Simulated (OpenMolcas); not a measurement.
**Fe³⁺ with 6 ligands (fluoride): CASSCF and CASPT2 levels and susceptibility**

Which state of Fe³⁺ lies lowest among these ligands, how large is the field, and what χT follows?

The numbers are computed with OpenMolcas 26.06 (state-averaged CASSCF and CASPT2, spin-orbit coupling by RASSI with atomic mean-field integrals), except any that are marked as measured or tabulated.

**1. The system**

| Property | Result |
| --- | --- |
| Species | Fe³⁺ (iron, Z = 26, 23 electrons) |
| Basis | ANO-RCC-VTZP [6s5p3d2f1g], 143 functions with the ligands |
| Scalar Hamiltonian | DKH2, point nucleus |
| Inactive shells | 1s 2s 2p 3s 3p of the metal, and all ligand shells |
| Active space | 5 electrons in 5 orbitals (3d) |
| Some configurations of this space | 3d⁵ |
| Orbitals | optimised for each spin and parity, averaged over all roots |

Outer shells as boxes (Hund's rule):

3d5
```
3d [↑ ][↑ ][↑ ][↑ ][↑ ]
```

Fe³⁺ is taken with 6 ligands (fluoride) in tetragonal octahedron coordination (D4h) at 1.96 Å, the axial distance 2.305 Å. A charge of +0.5 e stands 2.8 Å behind each ligand. Ligand basis ANO-RCC-VDZP. The distances are assumed, not relaxed.

```xyz
7

Fe    0.0000    0.0000    0.0000
F     1.9600    0.0000    0.0000
F     0.0000    1.9600    0.0000
F    -1.9600    0.0000    0.0000
F     0.0000   -1.9600    0.0000
F     0.0000    0.0000    2.3050
F     0.0000    0.0000   -2.3050
```

Each step is its own input file, run in one work folder so that later steps find the files of earlier ones. Labels, J, g values, rates, χT and fits are worked out afterwards by a script from the matrices that RASSI stores. The input lists half of the charges; inversion (Group=XYZ) makes the rest.

**2. One- and two-electron integrals**

a.inp reads:

```
&GATEWAY
Coord
7

Fe 0.0 0.0 0.0
F 1.960000 0.000000 0.000000
F 0.000000 1.960000 0.000000
F -1.960000 0.000000 0.000000
F 0.000000 -1.960000 0.000000
F 0.000000 0.000000 2.304960
F 0.000000 0.000000 -2.304960
Basis=Fe.ANO-RCC-VTZP,F.ANO-RCC-VDZP
Group=XYZ
NoMove
AngMom=0.0 0.0 0.0
AMFI
RICD
XField
3 Angstrom 0
4.760000 0.000000 0.000000 0.500000
0.000000 4.760000 0.000000 0.500000
0.000000 0.000000 5.104960 0.500000
&SEWARD
```

Command:

```bash
$ OMP_NUM_THREADS=1 MOLCAS_MEM=2457 MOLCAS_PROJECT=a pymolcas a.inp > a.log
```

**3. Reference wave functions, sextets of even parity, 1 root**

a.inp reads:

```
&RASSCF
FileOrb=start.orb
Symmetry=1
Spin=6
nActEl=5 0 0
Inactive=18 21
Ras2=5 0
CIRoot=1 1 1
SDav=1
CIMx=300
Iter=150 100
PrWF=0.3
OrbListing=Nothing
MaxOrb=0
LevShft=1.0
>>> COPY $Project.JobIph JOB001
```

start.orb holds start orbitals that the driver prepared beforehand, or those of the step before.

**4. Reference wave functions, quartets of even parity, 24 roots**

a.inp reads:

```
&RASSCF
FileOrb=start.orb
Symmetry=1
Spin=4
nActEl=5 0 0
Inactive=18 21
Ras2=5 0
CIRoot=24 24 1
SDav=24
CIMx=300
Iter=150 100
PrWF=0.3
OrbListing=Nothing
MaxOrb=0
LevShft=1.0
>>> COPY $Project.JobIph JOB002
```

**5. CASSCF: doublets of even parity, 75 roots**

a.inp reads:

```
&RASSCF
FileOrb=start.orb
Symmetry=1
Spin=2
nActEl=5 0 0
Inactive=18 21
Ras2=5 0
CIRoot=75 75 1
SDav=75
CIMx=300
Iter=150 100
PrWF=0.3
OrbListing=Nothing
MaxOrb=0
LevShft=1.0
>>> COPY $Project.JobIph JOB003
```

**6. RASSI: spin-orbit coupling between the states**

a.inp reads:

```
&RASSI
NrOfJobIphs=3 1 24 75
1
1 2 3 4 5 6 7 8 9 10 11 12 13 14 15 16 17 18 19 20 21 22 23 24
1 2 3 4 5 6 7 8 9 10 11 12 13 14 15 16 17 18 19 20 21 22 23 24 25 26 27
28 29 30 31 32 33 34 35 36 37 38 39 40 41 42 43 44 45 46 47 48 49 50 51
52 53 54 55 56 57 58 59 60 61 62 63 64 65 66 67 68 69 70 71 72 73 74 75
IphNames
JOB001
JOB002
JOB003
EJob
SpinOrbit
DIPRint=1.0
SOCoupling=1000.0
Subsets=2
Property=9
'ANGMOM' 1 'ANGMOM' 2 'ANGMOM' 3 'MLTPL  1' 1 'MLTPL  1' 2 'MLTPL  1' 3
'AMFI' 1 'AMFI' 2 'AMFI' 3
SOProperty=3
'ANGMOM' 1 'ANGMOM' 2 'ANGMOM' 3
```

**7. CASPT2: IPEA 0.25, imaginary shift 0.1 (closed shells correlated: 3s 3p of the metal, with ligand shells; the Frozen line counts the rest)**

a.inp reads:

```
>>> COPY JOB001 $Project.JobIph
&CASPT2
Multistate=1 1
Frozen=5 6
IPEA=0.25
Imaginary=0.1
MaxIter=60
WThr=0.0 0.3 0.05
PrWF=0.5
NoMix
>>> COPY JOB002 $Project.JobIph
&CASPT2
Multistate=24 1 2 3 4 5 6 7 8 9 10 11 12 13 14 15 16 17 18 19 20 21 22
23 24
NoMult
Frozen=5 6
IPEA=0.25
Imaginary=0.1
MaxIter=60
WThr=0.0 0.3 0.05
PrWF=0.5
NoMix
>>> COPY JOB003 $Project.JobIph
&CASPT2
Multistate=75 1 2 3 4 5 6 7 8 9 10 11 12 13 14 15 16 17 18 19 20 21 22
23 24 25 26 27 28 29 30 31 32 33 34 35 36 37 38 39 40 41 42 43 44 45 46
47 48 49 50 51 52 53 54 55 56 57 58 59 60 61 62 63 64 65 66 67 68 69 70
71 72 73 74 75
NoMult
Frozen=5 6
IPEA=0.25
Imaginary=0.1
MaxIter=60
WThr=0.0 0.3 0.05
PrWF=0.5
NoMix
```

(Steps that only read results are left out.)

Before running it: what results should come out? Wanted: spin-free ground state; lowest level; next level.

The runs gave:

| quantity | value |
| --- | --- |
| method | SS-CASPT2, IPEA 0.25, imaginary shift 0.1 (closed shells correlated: 3s 3p of the metal, with ligand shells; the Frozen line counts the rest) |
| spin-free ground state | 6A1, 1-fold in its orbital part |
| lowest level | 2-fold E1/2, g = 2.00, 6.01, 6.01 |
| next level | 0.2 cm⁻¹ |
| χT at 300 K | 4.38 cm³ K/mol |
| effective moment at 300 K | 5.92 μB |

Cost by method:

| method | time of its own steps | time with the reference |
| --- | --- | --- |
| A. CASSCF | 53 s | 53 s |
| B. SS-CASPT2, IPEA 0.25, imaginary shift 0.1, +3s 3p | 7.1 min | 8 min |

Times are of one thread on a shared host.

**Reading.** The spin-free ground state (6A1) is 1-fold and keeps the highest spin of the shell. χT at 300 K is 4.38, against 4.39 cm³ K/mol for the spin alone; near agreement at one temperature doesn't show that the orbital moment is quenched. An active space of the d shell alone favours high spin; real ions in strong fields can be low spin. With metal d orbitals alone active, the gaps between spin states are rough; where two lie within a few thousand cm-1, their order is open.
